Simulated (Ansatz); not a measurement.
# W: the cost of one run

Method: DFT LDA, scalar-relativistic, plane waves, PAW, in Ansatz 0.2.0.

6 further runs of the same task are left out: 6 set aside as unsound or not needed.

### 1 The system as given

The structure is cubic, space group Fm-3m (No. 225). Conventional cell: a = 3.973 Å, b = 3.973 Å, c = 3.973 Å, α = 90.00°, β = 90.00°, γ = 90.00°. Around W (site symmetry m-3m) lie 12 W at 2.81 Å.

Coordinates:

```xyz
1
Lattice="0.0000 1.9863 1.9863 1.9863 0.0000 1.9863 1.9863 1.9863 0.0000" Properties=species:S:1:pos:R:3 pbc="T T T"
W     0.0000    0.0000    0.0000
```

This cell was relaxed beforehand with the same method: volume 15.67 Å³/atom, gap on the mesh none (metal).

### 2 Plan of the line

The energy is mapped over two normal modes frozen in (zone-centre modes of the cell shown, which folds in the wave vector (0, 1/2, 1/2) of the primitive cell).

The axes are (1) amplitude of mode 4 (104 cm⁻¹), largest displacement: 11 values from −0.202 Å; (2) amplitude of mode 6 (220 cm⁻¹), largest displacement: 11 values from −0.068 Å.

Nothing else is relaxed (the cell and all other modes fixed). Energies count from the relaxed high-symmetry cell. Points are written as (first, second).

The modes come from a phonon run on the reference cell, made beforehand.

The patterns, per unit of each coordinate (Å):

```tsv
atom	x1	y1	z1	x2	y2	z2
W1	0.000	1.000	0.000	1.000	0.000	0.000
W2	0.000	-1.000	0.000	-1.000	0.000	0.000
```

### 3 Grid point (−0.162 Å, −0.068 Å)

The input, input.yaml:

```yaml
crystal:
  lattice:
    - [0.0, -1.98627029, -1.98627029]
    - [0.0, 1.98627029, -1.98627029]
    - [3.97254058, 0.0, 0.0]
  atoms:
    - { symbol: W, position: [0.5406792572, 0.4593207428, 0.4828824908] }
    - { symbol: W, position: [-0.0406792572, 0.0406792572, 0.0171175092] }
basis:
  ecutwfc: 420
kpoints:
  mp_grid: { grid: [16, 16, 12] }
hamiltonian:
  xc: lda
scf:
  occupations: { method: gaussian, width: 0.15 }
output:
  forces: true
  stress: true
  eigenvalues: true
```

Run with:

```bash
$ ansatz run input.yaml --threads 2 --pin off --max-ram 4096MiB --backend cpu --events-out ev --progress --plain --runs-dir out
```

Q: Estimate wall time and peak memory on 2 threads of Intel Xeon 6975P-C (Granite Rapids), shared host.

About 5.7 s, with a peak of 0.67 GiB.
